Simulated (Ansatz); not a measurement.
# RbGe6: the cost of one run

Program: Ansatz 0.2.0. Level of theory: DFT PBE, scalar-relativistic, plane waves, PAW. These are calculated values, not measurements.

**1. Starting point**

It takes space group Im-3m (No. 229, cubic). The conventional cell has a = 6.788 Å, b = 6.788 Å, c = 6.788 Å, α = 90.00°, β = 90.00°, γ = 90.00°. Rb (site symmetry m-3m) is surrounded by 24 Ge at 3.79 Å. Around Ge (site symmetry -4m2) lie 4 Ge at 2.40 Å.

As a file:

```cif
data_structure
_symmetry_space_group_name_H-M 'Im-3m'
_symmetry_Int_Tables_number 229
_cell_length_a 6.7882
_cell_length_b 6.7882
_cell_length_c 6.7882
_cell_angle_alpha 90.000
_cell_angle_beta 90.000
_cell_angle_gamma 90.000
_cell_volume 312.80
loop_
_atom_site_label
_atom_site_type_symbol
_atom_site_symmetry_multiplicity
_atom_site_Wyckoff_symbol
_atom_site_fract_x
_atom_site_fract_y
_atom_site_fract_z
_atom_site_occupancy
Rb1 Rb 2 a 0.00000 0.00000 0.00000 1
Ge1 Ge 12 d 0.25000 0.00000 0.50000 1
```

A structure generator made this guess: 4-connected net of one element, guests in its cages (Im-3m, No. 229). Lengths come from tabulated atomic sizes and are only a guess.

**2. A first look at the guess**

Input file input.yaml:

```yaml
crystal:
  lattice:
    - [-3.39411255, 3.39411255, 3.39411255]
    - [3.39411255, -3.39411255, 3.39411255]
    - [3.39411255, 3.39411255, -3.39411255]
  atoms:
    - { symbol: Rb, position: [0.0, 0.0, 0.0] }
    - { symbol: Ge, position: [0.5, 0.75, 0.25] }
    - { symbol: Ge, position: [0.75, 0.25, 0.5] }
    - { symbol: Ge, position: [0.75, 0.5, 0.25] }
    - { symbol: Ge, position: [0.5, 0.25, 0.75] }
    - { symbol: Ge, position: [0.25, 0.75, 0.5] }
    - { symbol: Ge, position: [0.25, 0.5, 0.75] }
basis:
  ecutwfc: 420
kpoints:
  mp_grid: { grid: [4, 4, 4] }
hamiltonian:
  xc: pbe
scf:
  occupations: { method: gaussian, width: 0.1 }
  lower_state_search: "off"
output:
  forces: true
  stress: true
  eigenvalues: true
```

The run is started by

```
$ ansatz run input.yaml --threads 1 --pin off --max-ram 2048MiB --backend cpu --events-out ev --progress --plain --runs-dir out
```

**Question.** How long does this run take on 1 thread of Arm Neoverse V1, shared host, and how much memory does it need?

About 4.7 s, with a peak of 0.39 GiB.
